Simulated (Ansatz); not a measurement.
isostructural ScCo3C, MnCo3C, ZnCo3C, a table of trends

With Ansatz 0.2.0 through its Python package.

Input file `scco3c_scco3c.vasp`:
```text
ScCo3C
1.0
   3.78093826    0.00000000    0.00000000
   0.00000000    3.78093826    0.00000000
   0.00000000    0.00000000    3.78093826
Sc Co C
1 3 1
Direct
   0.00000000    0.00000000    0.00000000
   0.00000000    0.50000000    0.50000000
   0.50000000    0.00000000    0.50000000
   0.50000000    0.50000000    0.00000000
   0.50000000    0.50000000    0.50000000
```

Contents of `scco3c_mnco3c.xyz`:
```text
5
Lattice="3.754344 0.0 0.0 0.0 3.754344 0.0 0.0 0.0 3.754344" Properties=species:S:1:pos:R:3:initial_magmoms:R:1 pbc="T T T"
Mn    1.87717200    1.87717200    1.87717200  4.00
Co    1.87717200    0.00000000    0.00000000  2.50
Co    0.00000000    1.87717200    0.00000000  2.50
Co    0.00000000    0.00000000    1.87717200  2.50
C     0.00000000    0.00000000    0.00000000  0.00
```

Input file `scco3c_znco3c.vasp`:
```text
ZnCo3C
1.0
   3.72695436    0.00000000    0.00000000
   0.00000000    3.72695436    0.00000000
   0.00000000    0.00000000    3.72695436
Zn Co C
1 3 1
Direct
   0.00000000    0.00000000    0.00000000
   0.00000000    0.50000000    0.50000000
   0.50000000    0.50000000    0.00000000
   0.50000000    0.00000000    0.50000000
   0.50000000    0.50000000    0.50000000
```

The cells in order, each with its output:

In [1]:
```python
import warnings

import ansatz
from ase.io import read
import numpy as np
import pandas as pd
```

In [2]:
```python
def compute(name, crystal):
    calc = (
        crystal.calculation()
        .pseudopotentials("nc")
        .scf(max_iterations=100)
        .accuracy("low")
        .functional("PBEsol")
        .kpoints(spacing=0.26)
        .occupations("gaussian", width=0.05)
        .spin("collinear")
        .stress()
        .band_table()
    )
    return calc.run(threads=1)


def volume_per_atom(outcome):
    return abs(np.linalg.det(outcome.lattice.cell_ang)) / len(outcome.lattice.sites)
```

In [3]:
```python
def pressure_gpa(outcome):
    return float(np.trace(outcome.report["stress_gpa"]) / 3)
```

In [4]:
```python
warnings.simplefilter("ignore", ansatz.DeckWarning)
```

In [5]:
```python
phases = {}
atoms = read("scco3c_scco3c.vasp", format="vasp")
scco3c = ansatz.Crystal.from_ase(atoms).moments(Co=2.5)
phases["ScCo3C"] = scco3c
mnco3c = ansatz.Crystal.from_extxyz("scco3c_mnco3c.xyz")
phases["MnCo3C"] = mnco3c
atoms = read("scco3c_znco3c.vasp", format="vasp")
znco3c = ansatz.Crystal.from_ase(atoms).moments(Co=2.5)
phases["ZnCo3C"] = znco3c
```

In [6]:
```python
done = {name: compute(name, crystal) for name, crystal in phases.items()}
```
```text
RunWarning: the starting moments were not kept: the SCF closed with an absolute magnetisation of 7.9e-6 μB, where they sum to 7.5 μB in size (3 sites). That is at most 0.1 of that sum. Measured as [...]
```

In [7]:
```python
rows = [(name, volume_per_atom(o), pressure_gpa(o), abs(o.report["magnetization_mub"])) for name, o in done.items()]
print(pd.DataFrame(rows, columns=["compound", "V (A^3/atom)", "P (GPa)", "M (muB/cell)"]).round(4).to_string(index=False))
```
```text
compound  V (A^3/atom)  P (GPa)  M (muB/cell)
  ScCo3C       10.8101  -3.7458        0.0000
  MnCo3C       10.5836  -9.8072        6.1460
  ZnCo3C       10.3536  -7.9602        1.0808
```

Caveats:
- The settings weren't tested for convergence.
- The SCF didn't keep the moments it started from (some shrank, vanished or turned); what is printed is the state reached.
- Pressure is positive in compression.
- The meshes are coarse for the metals among these phases, whose energies can be off by up to 40 meV an atom.
- The cells come from databases of deposited and of computed structures, and not all need be stable phases.
- Warnings are shown shortened and without file and line.
- Members taken from a database of computed cells needn't be known phases. Magnetic phases start from parallel moments and may not end in their lowest magnetic state.
- The script silences the warnings on its input, which a real study should read.
- Run time: 2.4 min on 1 thread of Arm Neoverse V1 (shared host), peak memory 0.79 GiB.
